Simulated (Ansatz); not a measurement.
**CH7FNPSi: one species, many methods**

The task here is to estimate one member of a computed series from the others.

Computed with Ansatz 0.2.0, Gaussian basis. Level: functionals in def2-TZVPP, the program's frozen cores in correlated methods.

Levels to be run: PBE-D4, r2SCAN-D4, PBE0-D4, B3LYP-D4, ωB97X-V, ωB97M-V, B2PLYP; CCSD(T)/def2-TZVPP; MP2/def2-QZVPP; extrapolation to the limit.

## The relaxed structure

An earlier PBE0-D4 in a triple-zeta def2 set relaxation fixed the geometry.

SMILES `C[Si](N)(F)P`, 12 atoms, charge 0, spin multiplicity 1.

Atoms are counted from 1 here; the program's logs count them from 0.

Bond lengths: C1–Si2 1.855 Å, C1–H6 1.094 Å, C1–H7 1.092 Å, C1–H8 1.092 Å, Si2–N3 1.701 Å, Si2–F4 1.612 Å, Si2–P5 2.246 Å, N3–H9 1.007 Å, N3–H10 1.007 Å, P5–H11 1.420 Å, P5–H12 1.420 Å. Angles: Si2–C1–H6 110.5°, Si2–C1–H7 111.0°, Si2–C1–H8 110.6°, H6–C1–H7 108.4°, H6–C1–H8 107.8°, H7–C1–H8 108.5°, C1–Si2–N3 109.0°, C1–Si2–F4 106.4°, C1–Si2–P5 117.9°, N3–Si2–F4 113.4°, N3–Si2–P5 106.2°, F4–Si2–P5 104.1°, Si2–N3–H9 121.6°, Si2–N3–H10 121.8°, H9–N3–H10 111.8°, Si2–P5–H11 93.8°, Si2–P5–H12 93.4°, H11–P5–H12 94.0°.

The first run:

The input, in.yaml:

```yaml
crystal:
  periodic: [false, false, false]
  atoms:
    - {symbol: C, position_ang: [-1.390510, 0.152817, 0.604874]}
    - {symbol: Si, position_ang: [0.258539, 0.390376, -0.211028]}
    - {symbol: N, position_ang: [1.469989, 0.410795, 0.982891]}
    - {symbol: F, position_ang: [0.159231, 1.766331, -1.044539]}
    - {symbol: P, position_ang: [0.906334, -1.126886, -1.735097]}
    - {symbol: H, position_ang: [-1.577640, 0.950128, 1.330492]}
    - {symbol: H, position_ang: [-1.434427, -0.805443, 1.125819]}
    - {symbol: H, position_ang: [-2.192631, 0.181228, -0.135218]}
    - {symbol: H, position_ang: [2.447420, 0.402245, 0.742457]}
    - {symbol: H, position_ang: [1.312332, 0.815955, 1.891007]}
    - {symbol: H, position_ang: [-0.264437, -0.973352, -2.523960]}
    - {symbol: H, position_ang: [0.382801, -2.219493, -0.993898]}
basis:
  gaussian: {orbitals: def2-TZVPP}
hamiltonian: {xc: pbe, dispersion: d4}
output: {forces: true, orbitals: {seedname: orbitals}}
```

Started as:

```console
$ ansatz run in.yaml --threads 4 --pin off --events-out ev --progress --plain --max-ram 10444MiB
```

Steps of the session up to this table: PBE-D4 (GGA); r2SCAN-D4 (meta-GGA); PBE0-D4 (hybrid); B3LYP-D4 (hybrid); ωB97X-V (range-separated); ωB97M-V (range-separated); B2PLYP (double hybrid); CCSD(T) in def2-TZVPP; MP2 in def2-QZVPP.

One table of the session follows, with a row left open; its other results are not shown here.

| method | atomisation energy (kJ/mol) |
| --- | --- |
| PBE-D4 | 4328.3 |
| r2SCAN-D4 | 4273.8 |
| PBE0-D4 | 4261.6 |
| B3LYP-D4 | 4289.6 |
| ωB97X-V | 4313.5 |
| ωB97M-V | 4306.7 |
| B2PLYP | 4228.9 |
| HF/def2-TZVPP | 3082.9 |
| MP2/def2-TZVPP | ? |
| CCSD/def2-TZVPP | 4095.5 |
| CCSD(T)/def2-TZVPP | 4152.2 |
| MP2/CBS | 4320.7 |
| CCSD(T)/CBS | 4283.4 |

Estimate the missing values for MP2/def2-TZVPP.

The run gave: atomisation energy (kJ/mol): 4189.5. In the column «atomisation energy (kJ/mol)» it lies between CCSD(T)/def2-TZVPP (4152.2) and B2PLYP (4228.9).

Limits of these values: Free atoms (1 C, 1 Si, 1 N, 1 F, 1 P, 7 H) were run apart at each level; the atomisation energy is their sum less the molecule, without zero-point or spin-orbit terms.
